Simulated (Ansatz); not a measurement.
## FH3S2Si, SMILES F[SiH2]SS: a short molecular-dynamics run, step by step

With Ansatz's Python interface.

Input file `fh3s2si.xyz`:
```text
7

F    -2.12540    1.15880   -0.05310
Si   -0.64420    0.76820    0.10930
S    -0.26680   -0.89750   -1.19480
S     1.77220   -1.29530   -0.61750
H     0.24130    1.90610   -0.26300
H    -0.40730    0.38050    1.51930
H     1.49150   -2.08880    0.45410
```

The cells in order, each with its output:

```python
import ansatz as az
import numpy as np
```

```python
BASIS_SET = "def2-SVP"
FUNCTIONAL = "BLYP"
N_STEPS = 40
TEMPERATURE_K = 200
```

```python
system = az.Crystal.molecule_from_extxyz("fh3s2si.xyz")
```

```python
calc = (
    system.calculation()
    .basis(gaussian=BASIS_SET)
    .functional(FUNCTIONAL)
    .accuracy("medium")
)
symbols = [site.symbol for site in system.cartesian_sites]
start = np.array([site.position_ang for site in system.cartesian_sites], dtype=float)
r = calc.relax(force_tolerance=0.02).run(threads=1, pin="off").report
end = np.array(r["positions_ang"])
minimum = az.Crystal.molecule()
for symbol, place in zip(symbols, end):
    minimum = minimum.atom(symbol, place.tolist())
```

    

```python
calc = (
    minimum.calculation()
    .basis(gaussian=BASIS_SET)
    .functional(FUNCTIONAL)
    .accuracy("medium")
    .md("nve", timestep=1.0, steps=N_STEPS, temperature=TEMPERATURE_K, initial_velocities="maxwell_boltzmann", seed=46)
)
frames = []
result = calc.session().plan().execute(on_event=lambda e: frames.append(e["data"]) if e["event"] == "md_step" else None)
print("t (fs)   E_pot (eV)      E_kin (eV)   T (K)   d(0-1) (A)")
for f in frames[::3]:
    xyz = np.array(f["positions_ang"])
    print(f"{f['time_fs']:6.2f} {f['lagrangian_ev']:14.5f} {f['e_kin_ev']:10.5f} {f['temperature_k']:8.1f} {np.linalg.norm(xyz[0] - xyz[1]):9.4f}")
kept = np.array([f["conserved_ev"] for f in frames])
print(f"conserved energy moves by at most {1000 * np.ptp(kept):.3f} meV")
symbols = [site.symbol for site in system.cartesian_sites]
with open("last_frame.xyz", "w") as handle:
    handle.write(f"{len(symbols)}\nt = {frames[-1]['time_fs']} fs\n")
    handle.writelines("{:2s} {:10.5f} {:10.5f} {:10.5f}\n".format(s, *xyz) for s, xyz in zip(symbols, frames[-1]["positions_ang"]))
```

    t (fs)   E_pot (eV)      E_kin (eV)   T (K)   d(0-1) (A)
      0.00   -32303.97428    0.12926    200.0    1.6414
      3.00   -32303.94764    0.10338    160.0    1.6520
      6.00   -32303.92881    0.08417    130.2    1.6602
      9.00   -32303.90095    0.05674     87.8    1.6649
     12.00   -32303.89989    0.05562     86.1    1.6658
     15.00   -32303.92199    0.07736    119.7    1.6629
     18.00   -32303.92889    0.08444    130.7    1.6561
     21.00   -32303.93120    0.08656    133.9    1.6458
     24.00   -32303.91466    0.07027    108.7    1.6343
     27.00   -32303.90439    0.06007     92.9    1.6246
     30.00   -32303.91435    0.06991    108.2    1.6191
     33.00   -32303.92738    0.08288    128.2    1.6189
     36.00   -32303.93779    0.09329    144.3    1.6237
     39.00   -32303.93871    0.09394    145.4    1.6328
    conserved energy moves by at most 0.955 meV

`last_frame.xyz`, as written:
```text
7
t = 40.0 fs
F    -2.15881    1.32046   -0.15571
Si   -0.67120    0.71780    0.16400
S    -0.30783   -0.99639   -1.14776
S     1.79651   -1.20869   -0.65725
H     0.37207    1.79268    0.03928
H    -0.66299    0.26363    1.62031
H     1.64847   -2.07008    0.39090
```

Reading the output:
- These settings explore the input space; basis and method may be short of convergence.
- The trajectory is only some femtoseconds long, so its temperature is not equilibrated; where the script doesn't relax first, it starts from a rough generated geometry.
- The temperature counts the internal degrees of freedom alone.
- With hydrogen a step over 0.5 fs is long.
- The whole script took 95 s on 1 thread of Arm Neoverse V2, with other jobs on the host, peak memory 0.19 GiB.

(Lines on the test bed's own set-up are left out of the output.)
